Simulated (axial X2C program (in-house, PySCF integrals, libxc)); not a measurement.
# All-electron X2C curves of VS, part 2 of 2

Computed with an in-house X2C program for linear molecules on PySCF integrals; all-electron X2C, V dyall-cv3z, S dyall-av3z.

### Step 9. PBE0, 2c

State followed: Ω = 3/2 (excess of +ω over −ω: ω = 1/2, ω = -3/2, ω = 5/2). The scan is laid around 2.049 Å, a first estimate of the minimum, and this SCF restarts from the orbitals of the search.

Output at 2.049 Å:

```text
two-component X2C + atomic mean field  PBE0
basis functions 178  fitting functions 957  grid points 5077
iter        total energy     max residual
   1      -1347.392720003     1.43e+00
   2      -1347.961093758     1.59e-02
   3      -1347.956933257     3.08e-02
   4      -1347.961565821     1.30e-02
   5      -1347.963782178     2.22e-03
   6      -1347.963845836     2.13e-04
   7      -1347.963847126     9.07e-05
   8      -1347.963847519     1.14e-04
   9      -1347.963847805     1.02e-05
  10      -1347.963847813     2.19e-06
  11      -1347.963847813     9.23e-07
converged
one-electron -2044.51496453  Coulomb 672.97489850  exact exchange -17.42165128  xc functional -53.75685721  nuclear repulsion 95.04012378  atomic mean-field constant -0.28539707
```

Along the bond, energies from the lowest point:

| R (Å) | E (eV) | μ (D) | HOMO (eV) | LUMO (eV) | iterations |
| --- | --- | --- | --- | --- | --- |
| 1.783 | 1.1447 | -4.13 | -5.47 | -1.84 | 15 |
| 1.865 | 0.4704 | -4.64 | -5.61 | -2.01 | 15 |
| 1.926 | 0.1827 | -5.02 | -5.71 | -2.13 | 15 |
| 1.988 | 0.0369 | -5.39 | -5.81 | -2.28 | 14 |
| 2.049 | 0.0000 | -5.74 | -5.90 | -2.43 | 11 |
| 2.121 | 0.0600 | -6.12 | -5.99 | -2.58 | 15 |
| 2.192 | 0.2000 | -6.46 | -6.08 | -2.72 | 15 |
| 2.285 | 0.4580 | -6.82 | -6.16 | -2.87 | 16 |
| 2.397 | 0.8425 | -7.16 | -5.92 | -3.03 | 18 |
| 2.561 | 1.4536 | -7.47 | -5.64 | -3.21 | 26 |

Dipoles are positive if S is the positive end.

Outer spinors at the reference distance:

```
   ω  occupied  ε (eV)           atomic character  λ mixture
-1/2       yes  -17.82  69% S s, 10% V p, 10% V d     100% σ
 1/2       yes  -17.25  68% S s, 12% V d, 10% V p     100% σ
 1/2       yes   -8.05   48% S p, 44% V d, 4% S s     100% σ
-1/2       yes   -7.62   76% S p, 13% V d, 6% V s     100% σ
 1/2       yes   -7.00   72% S p, 17% V d, 5% V p     100% π
-3/2       yes   -6.96   72% S p, 17% V d, 5% V p     100% π
-1/2       yes   -6.89   56% S p, 34% V d, 5% V p     100% π
 3/2       yes   -6.85   56% S p, 35% V d, 5% V p     100% π
-3/2       yes   -6.37                    99% V d     100% δ
 5/2       yes   -6.33                    99% V d     100% δ
 1/2       yes   -5.90  42% V s, 29% V d, 23% S p     100% σ
 1/2        no   -2.43  43% V p, 20% V s, 17% S p     100% σ
-1/2        no   -2.36  57% V d, 23% V p, 17% S p     100% π
 3/2        no   -2.35  56% V d, 23% V p, 17% S p     100% π
-1/2        no   -2.10   56% V s, 26% V p, 7% S s     100% σ
```

PBE0 fields in the half plane through the axis: z from -2.4 to 4.2 Å across, distance from the axis 0.15 to 2.25 Å upwards; V lies at z = 0 and S at z = 2.049 Å; the ELF is damped to zero where the density is low.

log10 density (e/bohr³). Ten even steps from '0' (-4.35 ) to '9' (1.40 ):
```
00011122222222222111000
00112222333333332221110
01122233333333333332210
01122334444444444433221
11223344554455555443321
11223456665555665554322
11234567776556666654332
12234578987666897654432
```

ELF. Ten even steps from ' ' (0.00 ) to '@' (0.90 ):
```
        ..::------::::............            
      ..::--========--::----------::....      
      ..::--========--==++++****++++==::..    
      ......::--==----==####%%%%####**==::..  
            ..--==::..==%%@@@@@@@@@@%%**==::  
            ..++##++..--%%@@%%%%@@@@@@%%**--..
          ..++%%@@%%----%%##....::@@@@@@##==..
        ..**@@==@@==%%--%%::%%%%--##@@@@##++::
```

Re = 2.043 Å, ωe = 557 cm⁻¹, ωexe = 1.99 cm⁻¹, Be = 0.2056 cm⁻¹, De = 4.29 eV, μ = -5.71 D.

### Step 10. HF, 2c

The SCF at the reference distance of 2.049 Å:

```text
two-component X2C + atomic mean field  HF
basis functions 178  fitting functions 957  grid points 5077
iter        total energy     max residual
   1      -1346.471944450     1.41e-01
   2      -1346.504362698     3.15e-02
   3      -1346.509383057     1.98e-02
   4      -1346.517659244     9.83e-03
   5      -1346.521015931     5.71e-03
   6      -1346.522834192     4.43e-03
   7      -1346.523869560     1.76e-03
   8      -1346.524205437     8.35e-04
   9      -1346.524395451     6.39e-04
  10      -1346.524527789     6.20e-04
  11      -1346.524797363     4.77e-04
  12      -1346.524964654     3.24e-04
  13      -1346.524989069     2.09e-04
  14      -1346.525020019     1.76e-04
  15      -1346.525024932     2.46e-05
  16      -1346.525025102     2.29e-05
  17      -1346.525025146     2.16e-05
  18      -1346.525025187     1.94e-05
  19      -1346.525025235     1.52e-05
  20      -1346.525025267     9.63e-06
  21      -1346.525025273     5.85e-06
  22      -1346.525025274     4.99e-06
  23      -1346.525025275     4.17e-06
  24      -1346.525025276     2.67e-06
converged
one-electron -2043.01420745  Coulomb 671.56376222  exact exchange -69.82930675  xc functional 0.00000000  nuclear repulsion 95.04012378  atomic mean-field constant -0.28539707
```

No constants are quoted: the solution changes its character somewhere along the scan, so the fit is set aside.

### Step 11. PBE50, 2c

The SCF at the reference distance of 2.049 Å:

```text
two-component X2C + atomic mean field  PBE50
basis functions 178  fitting functions 957  grid points 5077
iter        total energy     max residual
   1      -1347.989302842     4.88e-02
   2      -1347.992759443     1.65e-02
   3      -1347.983903623     2.82e-02
   4      -1347.995450516     1.81e-03
   5      -1347.995670791     1.65e-03
   6      -1347.995785301     1.11e-03
   7      -1347.995871177     4.24e-04
   8      -1347.995884421     1.38e-04
   9      -1347.995886918     9.69e-05
  10      -1347.995887983     3.58e-05
  11      -1347.995888214     1.38e-05
  12      -1347.995888242     6.51e-06
  13      -1347.995888245     2.86e-06
  14      -1347.995888246     2.01e-06
converged
one-electron -2044.59286057  Coulomb 673.10034438  exact exchange -34.88200218  xc functional -36.37609657  nuclear repulsion 95.04012378  atomic mean-field constant -0.28539707
```

Re = 2.050 Å, ωe = 555 cm⁻¹, ωexe = 1.64 cm⁻¹, Be = 0.2043 cm⁻¹, De = 3.73 eV, μ = -7.00 D.

### Step 12. MP2 and beyond, 2c

Correlated methods: 11 electrons correlated (frozen shells, counted by type: V 3 s, 2 p; S 2 s, 1 p), 279 virtual spinors in MP2, 90 natural virtuals in coupled cluster.

Output of the correlated part at 2.049 Å:

```text
correlated 11  virtual 279  natural virtual 90  E(MP2) -0.261187733  MP2 remainder -0.012102875
iter   CCSD correlation   residual
   1     -0.257850961   1.70e-01
   2     -0.268289412   1.07e-01
   3     -0.278171191   6.73e-02
   4     -0.282695010   4.14e-02
   5     -0.284831983   2.09e-02
   6     -0.285306977   1.07e-02
   7     -0.285573754   6.88e-03
   8     -0.285652516   3.33e-03
   9     -0.285629275   1.37e-03
  10     -0.285661452   6.36e-04
  11     -0.285650113   3.34e-04
  12     -0.285658752   2.21e-04
  13     -0.285654865   1.51e-04
  14     -0.285653795   9.67e-05
  15     -0.285653679   5.67e-05
  16     -0.285654276   3.19e-05
  17     -0.285654443   1.77e-05
  18     -0.285654556   1.12e-05
  19     -0.285654377   6.11e-06
  20     -0.285654326   3.52e-06
  21     -0.285654168   2.30e-06
  22     -0.285654134   1.28e-06
  23     -0.285654100   6.87e-07
  24     -0.285654094   4.12e-07
(T) -0.021219683  T1 0.1076  D1 0.2184  max T2 0.062
```

MP2: No constants are quoted: the reference changes its character somewhere along the scan, so the fit is set aside.

CCSD: No constants are quoted: the reference changes its character somewhere along the scan, so the fit is set aside.

CCSD(T): No constants are quoted: the reference changes its character somewhere along the scan, so the fit is set aside.

### Step 13. A higher determinant, 2c

State: Ω = 3/2 (excess of +ω over −ω: ω = 3/2).

Output at the reference distance:

```text
two-component X2C + atomic mean field  PBE0
basis functions 178  fitting functions 957  grid points 5077
iter        total energy     max residual
   1      -1347.364375596     1.44e+00
   2      -1347.936613377     1.77e-02
   3      -1347.933749024     3.03e-02
   4      -1347.938600930     8.27e-03
   5      -1347.939443930     3.04e-03
   6      -1347.939551273     1.77e-04
   7      -1347.939552351     1.17e-04
   8      -1347.939552688     1.16e-04
   9      -1347.939552991     1.27e-05
  10      -1347.939553012     8.66e-06
  11      -1347.939553021     4.21e-06
  12      -1347.939553023     2.75e-06
  13      -1347.939553024     4.57e-07
converged
one-electron -2043.80441329  Coulomb 672.24637534  exact exchange -17.41712048  xc functional -53.71912130  nuclear repulsion 95.04012378  atomic mean-field constant -0.28539707
```

| R (Å) | E above the lowest PBE0 point (eV) |
| --- | --- |
| 1.783 | 1.961 |
| 1.865 | 1.243 |
| 1.926 | 0.920 |
| 1.988 | 0.737 |
| 2.049 | 0.661 |
| 2.121 | 0.672 |
| 2.192 | 0.756 |
| 2.285 | 0.929 |
| 2.397 | 1.187 |

Re = 2.075 Å, ωe = 503 cm⁻¹, ωexe = 3.21 cm⁻¹, Be = 0.1992 cm⁻¹, μ = -5.45 D. Te = 0.65 eV.

### Step 14. The 2c curves together

Energy (eV) of the followed determinant, 2c, from each level's lowest point:

| R (Å) | PBE0 | HF (jumps) | MP2 (its reference jumps) | CCSD (its reference jumps) | CCSD(T) (its reference jumps) | PBE50 |
| --- | --- | --- | --- | --- | --- | --- |
| 1.783 | 1.145 | 2.054 | 0.998 | n/a | n/a | 1.198 |
| 1.865 | 0.470 | 1.154 | 0.348 | 0.570 | 0.544 | 0.505 |
| 1.926 | 0.183 | 0.704 | 0.090 | 0.237 | 0.219 | 0.204 |
| 1.988 | 0.037 | 0.398 | 0.000 | 0.057 | 0.047 | 0.047 |
| 2.049 | 0.000 | 0.201 | 0.079 | 0.000 | 0.000 | 0.000 |
| 2.121 | 0.060 | 0.065 | 0.301 | 0.056 | 0.069 | 0.051 |
| 2.192 | 0.200 | 0.000 | 0.551 | 0.201 | 0.229 | 0.185 |
| 2.285 | 0.458 | 0.011 | 0.910 | 0.485 | 0.536 | 0.442 |
| 2.397 | 0.842 | 0.090 | 1.111 | n/a | n/a | 0.833 |
| 2.561 | 1.454 | 0.319 | 1.551 | n/a | n/a | 1.447 |

Time for the job: 2.8 min (1 thread of Arm Neoverse V1, shared host).

### Step 15. Constants

This closing draws on all 2 parts.

Lowest determinant that the search found at its distance, spin-free: M_S = 3/2, Λ = 0 (beyond closed shells: σα, δ+α, δ-α).

Lowest determinant that the search found at its distance, 2c: Ω = 3/2 (excess of +ω over −ω: ω = 1/2, ω = -3/2, ω = 5/2).

| Hamiltonian | level | Re (Å) | ωe (cm⁻¹) | De (eV) | μ (D) |
| --- | --- | --- | --- | --- | --- |
| spin-free | PBE0 | 2.043 | 557 | 4.30 | -5.71 |
| spin-free | PBE50 | 2.049 | 555 | 3.74 | -7.00 |
| 2c | PBE0 | 2.043 | 557 | 4.29 | -5.71 |
| 2c | PBE50 | 2.050 | 555 | 3.73 | -7.00 |

Dipoles are positive if S is the positive end. No constants: spin-free HF (the solution changes its character somewhere along the scan, so the fit is set aside); spin-free MP2 (the reference changes its character somewhere along the scan, so the fit is set aside); spin-free CCSD (the reference changes its character somewhere along the scan, so the fit is set aside); spin-free CCSD(T) (the reference changes its character somewhere along the scan, so the fit is set aside); 2c HF (the solution changes its character somewhere along the scan, so the fit is set aside); 2c MP2 (the reference changes its character somewhere along the scan, so the fit is set aside); 2c CCSD (the reference changes its character somewhere along the scan, so the fit is set aside); 2c CCSD(T) (the reference changes its character somewhere along the scan, so the fit is set aside).

Time per point (s) on 1 thread of Arm Neoverse V1, shared host (2c runs); the times are rough: PBE0 0.73, PBE50 0.74.

**Reading.** At PBE0, going from spin-free to two-component changes Re by 0 mÅ, ωe by -0.1 %, which is small (part of it comes from the scalar share of the two-electron terms). De moves by 0.00 eV; both De rest on single-determinant atoms, which can miss part of an open shell's spin–orbit lowering.

De refers to V + S, each in the lowest determinant found, which need not be this curve's own limit. The state is a single determinant with fixed occupations, the lowest that a limited PBE0 search found. De is counted from the lowest determinant-based energies of the atoms at the same level, without counterpoise correction. Density functionals use the spin component along the axis (collinear). With several unpaired electrons one determinant need not be a pure state. The spin-free determinant is spin-contaminated at some levels.
